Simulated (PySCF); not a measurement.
# RuFCl: structure of the quintet

Aim: relax RuFCl as a quintet from a linear start, check by its vibrations whether the end is a minimum, and collect its spectrum and constants.

The runs use PySCF 2.14.0; PBE0, basis Ru def2-TZVP with ECP28, F def2-TZVP, Cl def2-TZVP, scalar-relativistic core potentials, no spin–orbit coupling, density fitting.

## Step 1: The starting structure

3 atoms, charge 0, spin multiplicity 5.

Bond lengths: Ru1–F2 1.890 Å, Ru1–Cl3 2.240 Å. Angles: F2–Ru1–Cl3 180.0°.

```xyz
3
charge 0 multiplicity 5
Ru    0.0000    0.0000    0.0000
F     0.0000    0.0000   -1.8900
Cl    0.0000    0.0000    2.2400
```

## Step 2: Finding the electronic state

One driver script runs all steps and calls PySCF; scf.py shows how it sets up the SCF of each step. The optimiser is the driver's own. After this first run the driver tries any further starts and a stability analysis.

File scf.py:

```python
from pyscf import gto, scf, dft
mol = gto.M(atom='''
Ru     0.000000     0.000000     0.000000
F      0.000000     0.000000    -1.890000
Cl     0.000000     0.000000     2.240000''',
    basis={'Ru': 'def2-TZVP', 'F': 'def2-TZVP', 'Cl': 'def2-TZVP'},
    ecp={'Ru': 'def2-TZVP'},
    charge=0, spin=4)
mf = dft.UKS(mol, xc='PBE0')
mf.grids.atom_grid = (50, 194)
aux = {'Ru': 'def2-universal-JKFIT', 'F': 'def2-universal-JKFIT', 'Cl': 'def2-universal-JKFIT'}
mf = mf.density_fit(auxbasis=aux)
mf.conv_tol = 1e-08
mf.diis_space = 10
mf.max_cycle = 60
mf.init_guess = 'minao'
mf.verbose = 4
mf.kernel()
```

Launch:

```console
OMP_NUM_THREADS=4 python axn.py task.json out
```

Output:

```text
init E= -646.845975337075
[... the frontier-level lines of each cycle are left out ...]
cycle= 1 E= -653.999197785268  delta_E= -7.15  |g|= 1.27  |ddm|=    3
cycle= 2 E= -647.310032788418  delta_E= 6.69  |g|= 3.41  |ddm|= 5.98
cycle= 3 E= -654.72920043176  delta_E= -7.42  |g|= 0.333  |ddm|= 5.85
cycle= 4 E= -654.70457647068  delta_E= 0.0246  |g|= 0.45  |ddm|= 0.385
cycle= 5 E= -654.774864302191  delta_E= -0.0703  |g|= 0.104  |ddm|= 0.214
cycle= 6 E= -654.779739117683  delta_E= -0.00487  |g|= 0.0413  |ddm|= 0.0984
cycle= 7 E= -654.780596150553  delta_E= -0.000857  |g|= 0.00951  |ddm|= 0.0521
cycle= 8 E= -654.780644277337  delta_E= -4.81e-05  |g|= 0.0024  |ddm|= 0.00871
cycle= 9 E= -654.780647205864  delta_E= -2.93e-06  |g|= 0.000672  |ddm|= 0.0021
cycle= 10 E= -654.780647690271  delta_E= -4.84e-07  |g|= 0.000318  |ddm|= 0.00127
cycle= 11 E= -654.780647749445  delta_E= -5.92e-08  |g|= 7.84e-05  |ddm|= 0.000385
cycle= 12 E= -654.780647751943  delta_E= -2.5e-09  |g|= 2.33e-05  |ddm|= 6.04e-05
Extra cycle  E= -654.78064775192  delta_E= 2.38e-11  |g|= 3.15e-05  |ddm|= 3.73e-05
converged SCF energy = -654.78064775192  <S^2> = 6.0079704  2S+1 = 5.0031871
```

This step, with its further starts and checks, ran for 9.5 s (4 threads of Arm Neoverse V2, shared host).

The starts that the driver tried:

| start | energy (Eh) |
| --- | --- |
| the minimal-basis guess | -654.780648 |
| a thermally smeared density | -654.780643 |
| a smeared PBE density | -654.780648 |

The test of internal stability and the other starts found no lower solution of this spin.

## Step 3: Relaxation: linear start, quintet

The program finds C∞v symmetry in the start, which this walk keeps.

scf.py: that of step 2 with these lines changed.

```diff
@@ -3,3 +3,3 @@
-Ru     0.000000     0.000000     0.000000
-F      0.000000     0.000000    -1.890000
-Cl     0.000000     0.000000     2.240000''',
+Ru     0.000000     0.000000    -0.272168
+F      0.000000     0.000000    -2.162168
+Cl     0.000000     0.000000     1.967832''',
@@ -16 +15,0 @@
-mf.init_guess = 'minao'
```

The optimiser's trace:

| step | energy (Eh) | change (kJ/mol) | largest symmetric gradient (Eh/bohr) |
| --- | --- | --- | --- |
| 0 | -654.780648 | 0.00 | 0.00733 |
| 1 | -654.780831 | -0.48 | 0.00114 |
| 2 | -654.780834 | -0.49 | 0.00025 |

The walk took 4.2 s.

End point (C∞v, 2 steps, 0.5 kJ/mol gained): Ru–Cl 2.225 Å, Ru–F 1.874 Å; Cl–Ru–F 180.0°.

## Step 4: Frequencies

On the finer grid the gradient is checked again; gradients at displacements of ±0.02 bohr then give force constants and infrared intensities.

scf.py: that of step 3 with these lines changed.

```diff
@@ -3,3 +3,3 @@
-Ru     0.000000     0.000000    -0.272168
-F      0.000000     0.000000    -2.162168
-Cl     0.000000     0.000000     1.967832''',
+Ru    -0.000000     0.000000    -0.270283
+F     -0.000000    -0.000000    -2.144955
+Cl     0.000000     0.000000     1.953829''',
@@ -10 +10 @@
-mf.grids.atom_grid = (50, 194)
+mf.grids.atom_grid = (75, 302)
@@ -13 +13 @@
-mf.conv_tol = 1e-08
+mf.conv_tol = 1e-10
```

This SCF starts from the last density.

SCF at the final geometry:

```text
init E= -654.780865188632
[... the frontier-level lines of each cycle are left out ...]
cycle= 1 E= -654.780865188631  delta_E= 9.09e-13  |g|= 2.07e-06  |ddm|= 1.98e-06
Extra cycle  E= -654.780865188628  delta_E= 2.73e-12  |g|= 3.75e-06  |ddm|= 2.65e-06
converged SCF energy = -654.780865188628  <S^2> = 6.0078395  2S+1 = 5.0031348
```

The whole step took 28 s.

Geometry: C∞v; Ru–Cl 2.224 Å, Ru–F 1.875 Å; Cl–Ru–F 180.0°.

Modes, for the most abundant isotopes:

```
symmetry  ω (cm⁻¹)  IR (km/mol)  μ (u)     type
       π        97         25.8  28.89     bend
      σ+       396         36.7  37.37  stretch
      σ+       637          189  22.20  stretch
```

No imaginary mode, so this is a minimum.

Properties at this point:

```
Dipole moment                                                   : 0.17 D
Highest occupied level                                          : -7.93 eV
Lowest empty level                                              : -3.97 eV
Rotational constants                                            : 0.07383 cm⁻¹
Zero-point energy                                               : 7.3 kJ/mol
Principal polarisabilities                                      : 31.6, 31.6, 64.8 bohr³
Atomisation energy without zero-point energy                    : 822 kJ/mol
Principal traceless quadrupole moments about the centre of mass : -12.33, 6.17, 6.17 D Å
Entropy at 298.15 K and 1 bar (electronic part: spin only)      : 294.6 J/(mol K)
Heat capacity Cp at 298.15 K                                    : 55.6 J/(mol K)
Enthalpy at 298.15 K above 0 K                                  : 13.75 kJ/mol
Rotational symmetry number                                      : 1
Spin squared ⟨S²⟩                                               : 6.008
```

Charges (e) and bond orders:

```tsv
atom	Mulliken	Löwdin	polar tensor	spin (Mulliken)	Mayer order to Ru1
Ru1	0.91	0.38	1.32	3.64	–
F2	-0.52	-0.34	-0.75	0.17	0.76
Cl3	-0.39	-0.04	-0.57	0.19	1.07
```

Mulliken populations on Ru1 (outside its core potential): s 2.49, p 6.19, d 6.40, f 0.01.

## Step 5: What came out

| quantity | value |
| --- | --- |
| minimum | quintet, C∞v |
| geometry | Ru–Cl 2.224 Å, Ru–F 1.875 Å; Cl–Ru–F 180.0° |
| wavenumbers (cm⁻¹) | 97 (π), 396 (σ+), 637 (σ+) |
| dipole moment | 0.17 D |
| highest occupied, lowest empty level (either spin) | -7.93, -3.97 eV |
| polar-tensor charge of Ru1 | +1.32 e |
| zero-point energy | 7.3 kJ/mol |
| entropy at 298.15 K | 294.6 J/(mol K) |
| atomisation energy (no zero-point energy) | 822 kJ/mol |
| ⟨S²⟩ | 6.008 |

**Reading.** The molecule stays C∞v, as typed, and the end point is a minimum. In the infrared the band at 637 cm⁻¹ (σ+, stretch) leads. Most of the spin sits on Ru1 (Mulliken spin 3.64, against 4 for the whole molecule). Only this shape and spin were tried, so other structures or states may lie lower. One determinant may miss the lowest occupation of an open d or f shell.

The search up to here took 42 s.
